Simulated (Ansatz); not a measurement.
# Si2W (I4/mmm): equation of state with a fit, by script

Wanted for Si2W (I4/mmm): an equation of state with a fit.

Program: Ansatz 0.2.0 through its Python package. Level of theory: DFT PBEsol, plane waves, PAW. These are calculated values, not measurements.

**1. The structure**

It takes space group I4/mmm (No. 139, tetragonal). The conventional cell has a = 3.214 Å, b = 3.214 Å, c = 7.830 Å, α = 90.00°, β = 90.00°, γ = 90.00°. Si (site symmetry 4mm) has 5 Si at 2.59 to 2.63 Å and 5 W at 2.62 Å as nearest neighbours. W (site symmetry 4/mmm) has 10 Si at 2.62 Å as nearest neighbours.

The script holds or builds the structure itself.

**2. Script**

Contents of si2w_eos.py:

```python
# -*- coding: utf-8 -*-
"""Bulk modulus of Si2W from an E(V) curve."""

from dataclasses import dataclass

import ansatz as az
import numpy as np
from pymatgen.analysis.eos import EOS


@dataclass(frozen=True)
class Options:
    xc: str = "pbesol"
    occupations: str = "fermi_dirac"
    sigma: float = 0.1
    kmesh: tuple[int, ...] = (13, 13, 13)


opts = Options()

VECTORS = np.array([
    [-1.6069, 1.6069, 3.91495],
    [1.6069, -1.6069, 3.91495],
    [1.6069, 1.6069, -3.91495],
])
SITES = [
    ("Si", (0.3347, 0.3347, 0.0)),
    ("Si", (0.6653, 0.6653, 0.0)),
    ("W", (0.0, 0.0, 0.0)),
]


def build(cell):
    crystal = az.Crystal(lattice=az.Lattice.of(cell))
    for symbol, position in SITES:
        crystal = crystal.atom(symbol, position)
    return crystal

# uniform scaling of the cell
volumes, energies = [], []
for scale in np.linspace(0.88, 1.12, 7):
    cell = VECTORS * scale ** (1 / 3)
    calc = (
        build(cell).calculation()
        .functional(opts.xc)
        .basis(35 * az.Ry)
        .occupations(opts.occupations, width=opts.sigma)
        .kpoints(*opts.kmesh)
    )
    rep = calc.run().report
    volumes.append(abs(np.linalg.det(cell)) / len(SITES))
    energies.append(rep["free_energy_ev"] / len(SITES))
    print(f"V = {volumes[-1]:8.4f} A^3/atom  F = {energies[-1]:.5f} eV/atom")

for form in ["pourier_tarantola"]:
    fit = EOS(eos_name=form).fit(volumes, energies)
    print(f"{form:18s} V0 {fit.v0:8.4f} A^3/atom  B0 {fit.b0_GPa:7.1f} GPa  B1 {fit.b1:5.2f}")
```

**3. What the engine is handed**

The engine receives this input (first run):

```yaml
crystal:
  lattice:
    - [-1.5398665136628376, 1.5398665136628376, 3.7516338338815896]
    - [1.5398665136628376, -1.5398665136628376, 3.7516338338815896]
    - [1.5398665136628376, 1.5398665136628376, -3.7516338338815896]
  atoms:
    - { symbol: Si, position: [0.3347, 0.3347, 0.0] }
    - { symbol: Si, position: [0.6653, 0.6653, 0.0] }
    - { symbol: W, position: [0.0, 0.0, 0.0] }
basis:
  ecutwfc: 476.19925930478996
kpoints:
  mp_grid:
    grid: [13, 13, 13]
hamiltonian:
  xc: pbesol
scf:
  occupations:
    method: fermi_dirac
    width: 0.1
```

**4. Launch**

Launch:

```sh
python si2w_eos.py
```

The program printed:

```text
V =  11.8611 A^3/atom  F = -3833.48028 eV/atom
V =  12.4003 A^3/atom  F = -3833.57536 eV/atom
V =  12.9394 A^3/atom  F = -3833.62328 eV/atom
V =  13.4785 A^3/atom  F = -3833.63318 eV/atom
V =  14.0177 A^3/atom  F = -3833.61249 eV/atom
V =  14.5568 A^3/atom  F = -3833.56721 eV/atom
V =  15.0960 A^3/atom  F = -3833.50226 eV/atom
pourier_tarantola  V0  13.3662 A^3/atom  B0   235.8 GPa  B1  4.37
```

Wall time 34 s (1 thread of AMD EPYC 7B13 (Zen 3), shared host); peak memory 0.59 GiB.

**5. What changed from run to run**

The engine's inputs for some of the other runs:

Run 2, against run 1:

```diff
@@ -3,3 +3,3 @@
-    - [-1.5398665136628376, 1.5398665136628376, 3.7516338338815896]
-    - [1.5398665136628376, -1.5398665136628376, 3.7516338338815896]
-    - [1.5398665136628376, 1.5398665136628376, -3.7516338338815896]
+    - [-1.5628529848510797, 1.5628529848510797, 3.8076366252055105]
+    - [1.5628529848510797, -1.5628529848510797, 3.8076366252055105]
+    - [1.5628529848510797, 1.5628529848510797, -3.8076366252055105]
```

Run 6, against run 1:

```diff
@@ -3,3 +3,3 @@
-    - [-1.5398665136628376, 1.5398665136628376, 3.7516338338815896]
-    - [1.5398665136628376, -1.5398665136628376, 3.7516338338815896]
-    - [1.5398665136628376, 1.5398665136628376, -3.7516338338815896]
+    - [-1.6486562092288706, 1.6486562092288706, 4.016682199465161]
+    - [1.6486562092288706, -1.6486562092288706, 4.016682199465161]
+    - [1.6486562092288706, 1.6486562092288706, -4.016682199465161]
```

Run 7, against run 1:

```diff
@@ -3,3 +3,3 @@
-    - [-1.5398665136628376, 1.5398665136628376, 3.7516338338815896]
-    - [1.5398665136628376, -1.5398665136628376, 3.7516338338815896]
-    - [1.5398665136628376, 1.5398665136628376, -3.7516338338815896]
+    - [-1.6687637544529077, 1.6687637544529077, 4.065670956808396]
+    - [1.6687637544529077, -1.6687637544529077, 4.065670956808396]
+    - [1.6687637544529077, 1.6687637544529077, -4.065670956808396]
```

**6. The engine's runs**

From the records of these 7 runs:

| run | volume (Å³/atom) | energy from run 4 (meV/atom) | SCF cycles | CPU time (s) |
| --- | --- | --- | --- | --- |
| 1 | 11.861 | 152.90 | 6 | 4 |
| 2 | 12.400 | 57.82 | 6 | 3.9 |
| 3 | 12.939 | 9.90 | 6 | 4 |
| 4 | 13.479 | 0.00 | 6 | 4.6 |
| 5 | 14.018 | 20.70 | 6 | 4.8 |
| 6 | 14.557 | 65.97 | 6 | 4.7 |
| 7 | 15.096 | 130.92 | 6 | 5 |

Energies are free energies F = E - TS of the smeared occupations. 

**7. Results**

```
                      quantity            value
                 runs compared                7
               range of energy  152.90 meV/atom
lowest point, volume (Å³/atom)           13.479
      equilibrium volume (fit)    13.37 Å³/atom
            bulk modulus (fit)          234 GPa
```

What this shows: A third-order Birch-Murnaghan fit through the 7 points (the script's own form differs a little) has its minimum at 13.37 Å³ an atom, 0.8 % below the typed cell, with a bulk modulus of 234 GPa. From that minimum the energy rises by 153.5 meV an atom on the compressed side and 131.6 meV on the expanded side. Notes:
- Shape and fractional positions are held along the curve, so the bulk modulus is an upper value where they are free to relax, by a factor of two or more in layered or hydrogen-bonded cells.
- Spin-orbit coupling, which matters for elements this heavy, is left out.
